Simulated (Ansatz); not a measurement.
# SnH2Br+ (SMILES [Br][SnH2+]): one structure at several levels

The atoms stand at a structure displaced at random from a GFN2-xTB minimum. How far do the functionals agree with CCSD(T) there?

Computed with Ansatz 0.2.0, Gaussian basis. Level: single points in def2-TZVPP.

Cores are frozen in the correlated methods. Filled d shells of the heavier atoms are correlated. Core potentials replace the inner electrons past krypton, and spin-orbit coupling is left out.

### 1 Where the work starts

SMILES `[Br][SnH2+]`, 4 atoms, charge 1, spin multiplicity 1.

Atoms are counted from 1 here; the program's logs count them from 0.

Bond lengths: Br1–Sn2 2.455 Å, Sn2–H3 1.769 Å, Sn2–H4 1.758 Å. Angles: Br1–Sn2–H3 121.7°, Br1–Sn2–H4 122.8°, H3–Sn2–H4 115.4°.

Geometry (Å):

```tsv
atom	x (Å)	y (Å)	z (Å)
Br1	-2.17290	0.14500	-0.78390
Sn2	0.13750	-0.00880	0.03110
H3	0.76280	-1.48320	0.78200
H4	1.26830	1.33530	-0.04840
```

### 2 CCSD(T)/def2-TZVPP

The input, run/in.yaml:

```yaml
crystal:
  periodic: [false, false, false]
  atoms:
    - {symbol: Br, position_ang: [-2.172900, 0.145000, -0.783900]}
    - {symbol: Sn, position_ang: [0.137500, -0.008800, 0.031100]}
    - {symbol: H, position_ang: [0.762800, -1.483200, 0.782000]}
    - {symbol: H, position_ang: [1.268300, 1.335300, -0.048400]}
basis:
  gaussian: {orbitals: def2-TZVPP}
total_charge: 1
correlation: {method: ccsd_t}
output: {forces: true}
```

No record of the launch command was kept for these runs.

### 3 PBE0-D4/def2-TZVPP

run/in.yaml, as its differences from that of step 2:

```diff
@@ -10,3 +10,3 @@
 total_charge: 1
-correlation: {method: ccsd_t}
-output: {forces: true}
+hamiltonian: {xc: pbe0, dispersion: d4}
+output: {forces: true, orbitals: {seedname: orbitals}}
```

### 4 wB97M-V/def2-TZVPP

run/in.yaml, as its differences from that of step 3:

```diff
@@ -10,3 +10,3 @@
 total_charge: 1
-hamiltonian: {xc: pbe0, dispersion: d4}
-output: {forces: true, orbitals: {seedname: orbitals}}
+hamiltonian: {xc: {name: wB97M-V}}
+output: {forces: true}
```

### 5 r2SCAN-D4/def2-TZVPP

run/in.yaml, as its differences from that of step 4:

```diff
@@ -10,3 +10,3 @@
 total_charge: 1
-hamiltonian: {xc: {name: wB97M-V}}
+hamiltonian: {xc: r2scan, dispersion: d4}
 output: {forces: true}
```

### 6 PBE-D4/def2-TZVPP

run/in.yaml, as its differences from that of step 5:

```diff
@@ -10,3 +10,3 @@
 total_charge: 1
-hamiltonian: {xc: r2scan, dispersion: d4}
+hamiltonian: {xc: pbe, dispersion: d4}
 output: {forces: true}
```

### 7 LC-wPBE/def2-TZVPP

run/in.yaml, as its differences from that of step 6:

```diff
@@ -10,3 +10,3 @@
 total_charge: 1
-hamiltonian: {xc: pbe, dispersion: d4}
+hamiltonian: {xc: {name: LC-wPBE}}
 output: {forces: true}
```

### 8 BLYP-D4/def2-TZVPP

run/in.yaml, as its differences from that of step 7:

```diff
@@ -10,3 +10,3 @@
 total_charge: 1
-hamiltonian: {xc: {name: LC-wPBE}}
+hamiltonian: {xc: {name: BLYP}, dispersion: d4}
 output: {forces: true}
```

(Steps that only read results are left out.)

**Question.** What will these runs give? Wanted: energy less free atoms, CCSD(T)/def2-TZVPP; RMS force component; RMS force error; HOMO and LUMO, PBE0-D4; T1 diagnostic.

As calculated:

| quantity | value |
| --- | --- |
| energy less free atoms, CCSD(T)/def2-TZVPP | -2.95 kcal/mol |
| RMS force component | 0.336 to 0.702 eV/Å over the methods |
| RMS force error | PBE0-D4 0.061, wB97M-V 0.038, r2SCAN-D4 0.072, PBE-D4 0.200, LC-wPBE 0.149, BLYP-D4 0.301 eV/Å |
| HOMO and LUMO, PBE0-D4 | -14.02 and -9.01 eV |
| T1 diagnostic | 0.014 |

What this shows: Against CCSD(T) the functionals' energies less atoms differ by -5.60 to +6.08 kcal/mol, PBE-D4 by -5.60 kcal/mol. A larger basis would deepen the CCSD(T) value, while the functionals are nearly converged already, so the order here is not reliable. On forces the order runs from wB97M-V to BLYP-D4. Frozen-core CCSD(T) forces in triple zeta carry basis errors of their own, and this is one geometry, so small gaps rank nothing.
